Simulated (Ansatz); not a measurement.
# YbMn2Sb2: the cost of one run

Method: DFT r²SCAN, scalar-relativistic, plane waves, PAW, in Ansatz 0.2.0.

## (1) Starting point

Symmetry: P-3m1, No. 164, trigonal system. Conventional cell: a = 4.533 Å, b = 4.533 Å, c = 7.375 Å, α = 90.00°, β = 90.00°, γ = 120.00°. Around Yb (site symmetry -3m) lie 6 Sb at 3.18 Å. Mn (site symmetry 3m) has 4 Sb at 2.78 to 2.83 Å as nearest neighbours. Around Sb (site symmetry 3m) lie 4 Mn at 2.78 to 2.83 Å and 3 Yb at 3.18 Å.

Coordinates:

```
Yb Mn Sb
1.0
     4.53289    0.00000    0.00000
    -2.26645    3.92560    0.00000
     0.00000    0.00000    7.37451
Yb Mn Sb
1 2 2
Direct
  0.00000 0.00000 0.00000
  0.33333 0.66667 0.62857
  0.66667 0.33333 0.37143
  0.33333 0.66667 0.24503
  0.66667 0.33333 0.75497
```

This cell comes from an earlier session at r²SCAN: 26.245 Å³/atom at -0.02 GPa, on a 10×10×6 mesh.

## (2) Antiferromagnetic, in the cell as typed

Input file input.yaml:

```yaml
crystal:
  lattice:
    - [4.5328927375, 0.0, 0.0]
    - [-2.2664463688, 3.9256002633, 0.0]
    - [0.0, 0.0, 7.3745060889]
  atoms:
    - { symbol: Yb, position: [0.0, 0.0, 0.0] }
    - { symbol: Mn, position: [0.3333333333, 0.6666666667, 0.6285657559], spin: 3.5 }
    - { symbol: Mn, position: [0.6666666667, 0.3333333333, 0.3714342441], spin: -3.5 }
    - { symbol: Sb, position: [0.3333333333, 0.6666666667, 0.2450317452] }
    - { symbol: Sb, position: [0.6666666667, 0.3333333333, 0.7549682548] }
basis:
  ecutwfc: 500
  ecutrho_ratio: 4
kpoints:
  mp_grid: { grid: [10, 10, 6] }
hamiltonian:
  xc: r2scan
scf:
  occupations: { method: gaussian, width: 0.05 }
  lower_state_search: "off"
output:
  forces: true
  stress: true
  eigenvalues: true
  populations: true
magnetization:
  spin_polarized: true
```

Run with:

```sh
> ansatz run input.yaml --threads 4 --pin off --max-ram 10240MiB --backend cpu --events-out ev --progress --plain --runs-dir out
```

Q: Estimate wall time and peak memory on 4 threads of Intel Xeon Platinum 8488C (Sapphire Rapids), shared host.

About 62 s, with a peak of 1.5 GiB.
